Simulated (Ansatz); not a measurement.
# CH2SSe (SMILES C1S[Se]1): one structure at several levels

Aim: energy, forces and dipole at a frame of a short trajectory, from CCSD(T) and from density functionals.

The runs use Ansatz 0.2.0, Gaussian basis; single points in def2-TZVPP.

Cores are frozen in the correlated methods. Filled d shells of the heavier atoms are correlated.

## 1. The system as given

SMILES `C1S[Se]1`, 5 atoms, charge 0, spin multiplicity 1.

Atoms are counted from 1 here; the program's logs count them from 0.

Bond lengths: C1–S2 1.761 Å, C1–Se3 1.927 Å, C1–H4 1.095 Å, C1–H5 1.098 Å, S2–Se3 2.264 Å. Angles: S2–C1–Se3 75.6°, S2–C1–H4 114.6°, S2–C1–H5 114.5°, Se3–C1–H4 121.6°, Se3–C1–H5 117.4°, H4–C1–H5 109.3°, C1–S2–Se3 55.5°, C1–Se3–S2 48.9°.

Geometry (Å):

```
atom     x (Å)     y (Å)     z (Å)
  C1  -0.11557   0.26792  -0.15222
  S2  -0.39223  -0.53367   1.39069
 Se3   1.03807  -1.27430  -0.20022
  H4  -1.00065   0.34238  -0.79282
  H5   0.36141   1.25423  -0.07477
```

## 2. PBE-D4/def2-TZVPP

Input file run/in.yaml:

```yaml
crystal:
  periodic: [false, false, false]
  atoms:
    - {symbol: C, position_ang: [-0.115575, 0.267924, -0.152217]}
    - {symbol: S, position_ang: [-0.392226, -0.533666, 1.390688]}
    - {symbol: Se, position_ang: [1.038065, -1.274296, -0.200219]}
    - {symbol: H, position_ang: [-1.000647, 0.342385, -0.792823]}
    - {symbol: H, position_ang: [0.361411, 1.254229, -0.074775]}
basis:
  gaussian: {orbitals: def2-TZVPP}
hamiltonian: {xc: pbe, dispersion: d4}
output: {forces: true}
```

Launch:

```bash
ansatz run in.yaml --threads 2 --pin off --events-out ev --progress --plain --max-ram 3481MiB
```

## 3. r2SCAN-D4/def2-TZVPP

Changes to run/in.yaml since step 2:

```diff
@@ -10,3 +10,3 @@
   gaussian: {orbitals: def2-TZVPP}
-hamiltonian: {xc: pbe, dispersion: d4}
+hamiltonian: {xc: r2scan, dispersion: d4}
 output: {forces: true}
```

## 4. PBE0-D4/def2-TZVPP

Changes to run/in.yaml since step 3:

```diff
@@ -10,3 +10,3 @@
   gaussian: {orbitals: def2-TZVPP}
-hamiltonian: {xc: r2scan, dispersion: d4}
-output: {forces: true}
+hamiltonian: {xc: pbe0, dispersion: d4}
+output: {forces: true, orbitals: {seedname: orbitals}}
```

## 5. wB97M-V/def2-TZVPP

Changes to run/in.yaml since step 4:

```diff
@@ -10,3 +10,3 @@
   gaussian: {orbitals: def2-TZVPP}
-hamiltonian: {xc: pbe0, dispersion: d4}
-output: {forces: true, orbitals: {seedname: orbitals}}
+hamiltonian: {xc: {name: wB97M-V}}
+output: {forces: true}
```

## 6. CCSD(T)/def2-TZVPP

Changes to run/in.yaml since step 5:

```diff
@@ -10,3 +10,3 @@
   gaussian: {orbitals: def2-TZVPP}
-hamiltonian: {xc: {name: wB97M-V}}
+correlation: {method: ccsd_t}
 output: {forces: true}
```

(Steps that only read results are left out.)

**Question.** What will these runs give? Wanted: energy less free atoms, CCSD(T)/def2-TZVPP; RMS force component; RMS force error; HOMO and LUMO, PBE0-D4; T1 diagnostic.

The runs gave:

| quantity | value |
| --- | --- |
| energy less free atoms, CCSD(T)/def2-TZVPP | -15.823 eV |
| RMS force component | 0.521 to 0.607 eV/Å over the methods |
| RMS force error | PBE-D4 0.148, r2SCAN-D4 0.131, PBE0-D4 0.234, wB97M-V 0.195 eV/Å |
| HOMO and LUMO, PBE0-D4 | -6.26 and -2.33 eV |
| T1 diagnostic | 0.010 |

Against CCSD(T) the functionals' energies less atoms differ by -1.301 to -0.574 eV, PBE-D4 by -1.301 eV. The reference is not at the basis limit: in triple zeta CCSD(T) underbinds, which counts against methods that bind more; the gaps are no ranking. The forces of r2SCAN-D4 come nearest to CCSD(T), those of PBE0-D4 are farthest. Frozen-core CCSD(T) forces in triple zeta carry basis errors of their own, and this is one geometry, so small gaps rank nothing.
